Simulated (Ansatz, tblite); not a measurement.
# GaMe2H (C2H7Ga): a ladder of methods and basis sets

How do method and basis change the picture of GaMe2H (C2H7Ga) (singlet)?

Program: Ansatz 0.2.0, Gaussian basis. Level of theory: level and basis change from run to run. These are calculated values, not measurements.

Plan: GFN1-xTB, GFN2-xTB, PBE-D4/def2-TZVP, r2SCAN-D4/def2-TZVP, CAM-B3LYP-D4/def2-TZVP, r2SCANh-D4/def2-TZVP, PBE-QIDH/def2-TZVP, PBE-D4/def2-SVP, PBE0-D4/def2-SVP, HF/STO-3G, CCSD(T)/def2-TZVP, RPA/def2-TZVP.

### 1 The geometry

The geometry is that of the singlet, from an earlier relaxation (r2SCAN-D4/def2-SVP).

10 atoms, charge 0, spin multiplicity 1.

Bond lengths: C1–Ga3 1.967 Å, C1–H4 1.105 Å, C1–H5 1.101 Å, C1–H6 1.101 Å, C2–Ga3 1.967 Å, C2–H7 1.105 Å, C2–H8 1.101 Å, C2–H9 1.102 Å, Ga3–H10 1.574 Å. Angles: Ga3–C1–H4 108.5°, Ga3–C1–H5 112.5°, Ga3–C1–H6 112.5°, H4–C1–H5 107.0°, H4–C1–H6 106.8°, H5–C1–H6 109.1°, Ga3–C2–H7 108.7°, Ga3–C2–H8 112.9°, Ga3–C2–H9 112.1°, H7–C2–H8 107.3°, H7–C2–H9 106.6°, H8–C2–H9 109.0°, C1–Ga3–C2 121.2°, C1–Ga3–H10 119.6°, C2–Ga3–H10 119.2°.

Geometry (Å):

```xyz
10
C2H7Ga
C     1.5978   -0.6634    0.0699
C    -1.3556    1.0697   -0.0616
Ga   -0.3670   -0.6305   -0.0175
H     1.9011   -0.7200    1.1312
H     2.0540    0.2478   -0.3477
H     2.0281   -1.5440   -0.4318
H    -1.6412    1.2857   -1.1069
H    -0.7583    1.9217    0.2981
H    -2.2923    1.0186    0.5158
H    -1.1666   -1.9855   -0.0495
```

PBE0-D4/def2-TZVP was run before; its log isn't repeated, and its numbers join the tables.

### 2 GFN1-xTB

Tight binding, by tblite at 300 K electronic temperature and without a spin-polarisation term:

```python
tblite.interface.Calculator('GFN1-xTB', numbers, positions, charge=0, uhf=0).singlepoint()
```

Energy -252.7013 eV, HOMO -11.08 eV, LUMO -4.56 eV; 0.003 s.

### 3 GFN2-xTB

Tight binding, by tblite at 300 K electronic temperature and without a spin-polarisation term:

```python
tblite.interface.Calculator('GFN2-xTB', numbers, positions, charge=0, uhf=0).singlepoint()
```

Energy -244.7798 eV, HOMO -10.58 eV, LUMO -5.28 eV; 0.002 s.

### 4 PBE-D4/def2-TZVP

start.molden holds the orbitals of an earlier run on this state, given as this run's starting guess.

The input, in.yaml:

```yaml
crystal:
  periodic: [false, false, false]
  atoms:
    - {symbol: C, position_ang: [1.597844, -0.663412, 0.069920]}
    - {symbol: C, position_ang: [-1.355598, 1.069658, -0.061571]}
    - {symbol: Ga, position_ang: [-0.367018, -0.630543, -0.017461]}
    - {symbol: H, position_ang: [1.901109, -0.720023, 1.131192]}
    - {symbol: H, position_ang: [2.054015, 0.247796, -0.347713]}
    - {symbol: H, position_ang: [2.028079, -1.543983, -0.431799]}
    - {symbol: H, position_ang: [-1.641236, 1.285725, -1.106938]}
    - {symbol: H, position_ang: [-0.758264, 1.921705, 0.298078]}
    - {symbol: H, position_ang: [-2.292305, 1.018588, 0.515779]}
    - {symbol: H, position_ang: [-1.166627, -1.985530, -0.049487]}
basis:
  gaussian: {orbitals: def2-TZVP, initial_orbitals: start.molden}
hamiltonian: {xc: pbe, dispersion: d4}
scf: {omitted_lower_state_checks: [starts]}
output: {forces: true, orbitals: {seedname: orbitals}}
```

Run with:

```console
> ansatz run in.yaml --threads 2 --pin off --events-out ev --progress --plain --max-ram 4352MiB
```

After this run come: r2SCAN-D4/def2-TZVP; CAM-B3LYP-D4/def2-TZVP; r2SCANh-D4/def2-TZVP; PBE-QIDH/def2-TZVP; PBE-D4/def2-SVP; PBE0-D4/def2-SVP; HF/STO-3G; CCSD(T)/def2-TZVP; RPA/def2-TZVP.

Q: Predict the results of all the runs planned. Wanted: gap in def2-TZVP, functionals, smallest and largest; correlation energy, CCSD(T)/def2-TZVP; binding an atom, CCSD(T)/def2-TZVP; PBE0 total energy, smallest basis above largest.

The runs gave:

| quantity | value |
| --- | --- |
| gap in def2-TZVP, functionals, smallest and largest | 4.72 eV (PBE-D4), 8.96 eV (CAM-B3LYP-D4) |
| correlation energy, CCSD(T)/def2-TZVP | -17.30 eV |
| binding an atom, CCSD(T)/def2-TZVP | 3.379 eV |
| PBE0 total energy, smallest basis above largest | 9.11 eV (def2-SVP, def2-TZVP) |

**Reading.** Over the functionals in def2-TZVP the gap runs from 4.72 eV (PBE-D4) to 8.96 eV (CAM-B3LYP-D4); exact exchange widens it. The functionals in def2-TZVP miss CCSD(T)/def2-TZVP by +0.096 (PBE0-D4) to +0.117 eV (PBE-D4) an atom. CCSD(T)/def2-TZVP isn't at the basis-set limit; small misses against it rank nothing.
